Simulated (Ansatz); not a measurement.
# AlGaH₂ (singlet): from Hartree-Fock to the top rungs, cc-pVDZ

How much of the correlation energy of AlGaH₂ (singlet) does each wave-function method recover here?

The runs use Ansatz 0.2.0, Gaussian basis; cc-pVDZ, core rule «outside noble gas», up to 19 orbitals frozen.

To be run: UHF; CCSD(T) on RHF; CCSD(T) on UHF; BCCD(T) on RHF; CISD; CCSDT(Q) on RHF; CCSDT(Q) on UHF; CCSDTQ on RHF; CCSDTQ on UHF.

15 further runs of the same task are left out: 8 for a known fault of the program, 1 that didn't finish, 6 set aside as unsound or not needed.

### Step 1. What is computed

The geometry is a PBE0/def2-TZVP stationary point (not a proven minimum) of the parent state, kept for this charge and spin. No spin-orbit coupling is included. The filled d shell of Ga may be among the frozen orbitals whatever the setting's name suggests; the logs give the count.

4 atoms, charge 0, spin multiplicity 1.

Atoms are counted from 1 here; the program's logs count them from 0.

Bond lengths: Al1–Ga2 2.484 Å, Ga2–H3 1.566 Å, Ga2–H4 1.566 Å. Angles: Al1–Ga2–H3 116.1°, Al1–Ga2–H4 116.1°, H3–Ga2–H4 127.9°.

As a file:

```csv
atom,x (Å),y (Å),z (Å)
Al1,0.00000,0.00000,1.81900
Ga2,0.00000,0.00000,-0.66481
H3,0.00000,1.40725,-1.35281
H4,0.00000,-1.40725,-1.35281
```

### Step 2. UHF

Contents of in.yaml:

```yaml
crystal:
  periodic: [false, false, false]
  atoms:
    - {symbol: Al, position_ang: [0.000000, 0.000000, 1.818997]}
    - {symbol: Ga, position_ang: [0.000000, 0.000000, -0.664806]}
    - {symbol: H, position_ang: [0.000000, 1.407254, -1.352806]}
    - {symbol: H, position_ang: [0.000000, -1.407254, -1.352806]}
basis:
  gaussian: {orbitals: cc-pVDZ}
magnetization: {spin_polarized: true, initial_magnetization: 0}
hamiltonian: {xc: hf}
output: {orbitals: {seedname: orbitals}}
```

The run is started by

```sh
ansatz run in.yaml --threads 1 --pin off --events-out ev --progress --plain --max-ram 4096MiB --backend cpu
```

Further steps of the session: CCSD(T) on RHF; CCSD(T) on UHF; BCCD(T) on RHF; CISD; CCSDT(Q) on RHF; CCSDT(Q) on UHF; CCSDTQ on RHF; CCSDTQ on UHF.

**Question.** What will the summary of the whole plan be? Wanted: RCCSDTQ below the RHF energy; RMP2 from RCCSDTQ; UMP2 from RCCSDTQ; RCCSD from RCCSDTQ; RCCSD(T) from RCCSDTQ; UCCSD(T) from RCCSDTQ; RCCSDT(Q) from RCCSDTQ; UCCSDT(Q) from RCCSDTQ; T1 diagnostic.

**Answer**, as computed:

| quantity | value |
| --- | --- |
| RCCSDTQ below the RHF energy | -4.0554 eV |
| RMP2 from RCCSDTQ | +26.15 kcal/mol |
| UMP2 from RCCSDTQ | +27.15 kcal/mol |
| RCCSD from RCCSDTQ | +2.73 kcal/mol |
| RCCSD(T) from RCCSDTQ | +0.73 kcal/mol |
| UCCSD(T) from RCCSDTQ | +1.08 kcal/mol |
| RCCSDT(Q) from RCCSDTQ | +0.03 kcal/mol |
| UCCSDT(Q) from RCCSDTQ | +0.09 kcal/mol |
| levels within 1 kcal/mol (43 meV) | RCCSD(T), BCCD(T), RCCSDT, UCCSDT, RCCSDT(Q), UCCSDT(Q), UCCSDTQ |
| T1 diagnostic | 0.015 |

In words: RCCSD(T) lands +0.73 kcal/mol from the yardstick (0.8 % of the correlation energy). These misses are within one basis, not against nature.
